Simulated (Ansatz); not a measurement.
**AsBFH₃: vertical ionisation energy**

An exercise on one series of results from a longer session: the logs are not shown, and one member is left open.

The runs use Ansatz 0.2.0, Gaussian basis; unrestricted cation, the program's frozen cores in correlated methods.

Levels to be run: UKS PBE-D4/def2-TZVPP; UKS r2SCAN-D4/def2-TZVPP; UKS PBE0-D4/def2-TZVPP; UKS B3LYP-D4/def2-TZVPP; UKS wB97X-V/def2-TZVPP; UKS wB97M-V/def2-TZVPP; UKS B2PLYP/def2-TZVPP; UHF-CCSD(T)/def2-TZVPP; UHF-MP2/def2-QZVPP; extrapolation to the limit; then −ε(HOMO) from the neutral's earlier runs with LDA (SPW92), PBE-D4, revPBE-D4, BLYP-D4, r2SCAN-D4, B97M-V, PBE0-D4, B3LYP-D4, r2SCANh-D4, r2SCAN0-D4, HSE06-D4, BHLYP-D4, CAM-B3LYP-D4, LC-ωPBE, ωB97X-V, ωB97M-V.

## The geometry

The geometry comes from an earlier relaxation with PBE0-D4 in a triple-zeta def2 set; it is a stationary point.

SMILES `FB[AsH2]`, 6 atoms, charge 0, spin multiplicity 1.

Atoms are counted from 1 here; the program's logs count them from 0.

Bond lengths: F1–B2 1.319 Å, B2–As3 2.029 Å, B2–H4 1.199 Å, As3–H5 1.517 Å, As3–H6 1.517 Å. Angles: F1–B2–As3 120.0°, F1–B2–H4 117.7°, As3–B2–H4 122.1°, B2–As3–H5 93.9°, B2–As3–H6 95.7°, H5–As3–H6 95.3°.

Geometry (Å):

| atom | x (Å) | y (Å) | z (Å) |
| --- | --- | --- | --- |
| F1 | -1.8610 | -0.2682 | 0.2560 |
| B2 | -0.6931 | -0.4819 | -0.3195 |
| As3 | 0.7501 | 0.9417 | -0.2439 |
| H4 | -0.5639 | -1.4870 | -0.9612 |
| H5 | 1.8656 | -0.0556 | 0.0036 |
| H6 | 0.5443 | 1.2870 | 1.2187 |

The first run:

File in.yaml:

```yaml
crystal:
  periodic: [false, false, false]
  atoms:
    - {symbol: F, position_ang: [-1.860991, -0.268242, 0.256031]}
    - {symbol: B, position_ang: [-0.693083, -0.481899, -0.319535]}
    - {symbol: As, position_ang: [0.750095, 0.941733, -0.243930]}
    - {symbol: H, position_ang: [-0.563869, -1.486983, -0.961191]}
    - {symbol: H, position_ang: [1.865610, -0.055557, 0.003648]}
    - {symbol: H, position_ang: [0.544339, 1.286950, 1.218676]}
basis:
  gaussian: {orbitals: def2-TZVPP}
total_charge: 1
magnetization: {spin_polarized: true, initial_magnetization: 1}
hamiltonian: {xc: pbe, dispersion: d4}
```

Command:

```sh
$ ansatz run in.yaml --threads 2 --pin off --events-out ev --progress --plain --max-ram 4352MiB
```

Steps of the session up to this table: Cation, UKS PBE-D4/def2-TZVPP; Cation, UKS r2SCAN-D4/def2-TZVPP; Cation, UKS PBE0-D4/def2-TZVPP; Cation, UKS B3LYP-D4/def2-TZVPP; Cation, UKS wB97X-V/def2-TZVPP; Cation, UKS wB97M-V/def2-TZVPP; Cation, UKS B2PLYP (frozen core)/def2-TZVPP; Cation, UHF-CCSD(T)/def2-TZVPP; Cation, UHF-MP2/def2-QZVPP.

One table of the session follows, with a row left open; its other results are not shown here.

Orbital estimates, from the neutral's runs:

| functional | −ε(HOMO) (eV) |
| --- | --- |
| LDA (SPW92) | 6.54 |
| PBE-D4 | 6.40 |
| revPBE-D4 | 6.34 |
| BLYP-D4 | 6.26 |
| r2SCAN-D4 | 6.67 |
| B97M-V | 6.70 |
| PBE0-D4 | 7.53 |
| B3LYP-D4 | 7.32 |
| r2SCANh-D4 | ? |
| r2SCAN0-D4 | 7.71 |
| HSE06-D4 | 7.13 |
| BHLYP-D4 | 8.52 |
| CAM-B3LYP-D4 | 8.81 |
| LC-ωPBE | 10.10 |
| ωB97X-V | 9.77 |
| ωB97M-V | 9.64 |

Estimate the missing values for r2SCANh-D4.

Worked estimate for «−ε(HOMO) (eV)». Against the share of exact exchange, r2SCAN-D4 (0, 6.67), r2SCAN0-D4 (0.25, 7.71) give a slope of 4.16 per unit share; at 0.1 the line stands at 7.09.

As computed: −ε(HOMO) (eV): 7.08. In «−ε(HOMO) (eV)» the line misses by +0.01.
